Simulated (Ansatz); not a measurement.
# CH2AlO2 with multiplicity 2: a dynamics run in two tries

The task is a short trajectory. SMILES of the start: O=[C][O][AlH2].

Program: Ansatz 0.2.0. Level of theory: UKS PBE-D4/6-31G*. These are calculated values, not measurements.

### 1 The starting structure

Bond lengths: O1–C2 1.202 Å, C2–O3 1.327 Å, O3–Al4 1.765 Å, Al4–H5 1.588 Å, Al4–H6 1.591 Å. Angles: O1–C2–O3 130.8°, C2–O3–Al4 133.9°, O3–Al4–H5 113.5°, O3–Al4–H6 117.3°, H5–Al4–H6 129.1°.

Structure file:

```xyz
6

O     1.3376   -1.6011    1.5274
C     0.2995   -1.3991    0.9568
O     0.0486   -0.7923   -0.1958
Al   -0.4165    0.8512   -0.6387
H    -0.7136    1.0292   -2.1885
H    -0.5555    1.9122    0.5388
```

### 2 First try

Contents of input.yaml:

```yaml
crystal:
  periodic: [false, false, false]
  atoms:
    - { symbol: O, position_ang: [1.337596, -1.601139, 1.527413] }
    - { symbol: C, position_ang: [0.299492, -1.399147, 0.956823] }
    - { symbol: O, position_ang: [0.048585, -0.792313, -0.195821] }
    - { symbol: Al, position_ang: [-0.416509, 0.851197, -0.638737] }
    - { symbol: H, position_ang: [-0.713648, 1.029176, -2.188481] }
    - { symbol: H, position_ang: [-0.555516, 1.912236, 0.538803] }
magnetization:
  spin_polarized: true
  initial_magnetization: 1
basis:
  gaussian: { orbitals: "6-31G*" }
hamiltonian:
  xc: pbe
  dispersion: d4
md:
  timestep: 0.5
  n_steps: 25
  ensemble: nvt_langevin
  temperature: 300.0
  initial_velocities: maxwell_boltzmann
  seed: 171149
  temperature_schedule: [{ n_steps: 500, end_temperature: 100.0 }]
```

The run is started by

```
$ ansatz run input.yaml --threads 2 --pin off --max-ram 3072MiB --backend cpu --events-out ev --progress --plain --runs-dir out
```

**Question.** What will these runs give? Wanted: first try.

As calculated:

| quantity | value |
| --- | --- |
| first try | refused |
| cause | the schedule's stages add up to more steps than the run has |

What this shows: The fault in the first input was caught at the input check and cost nothing.
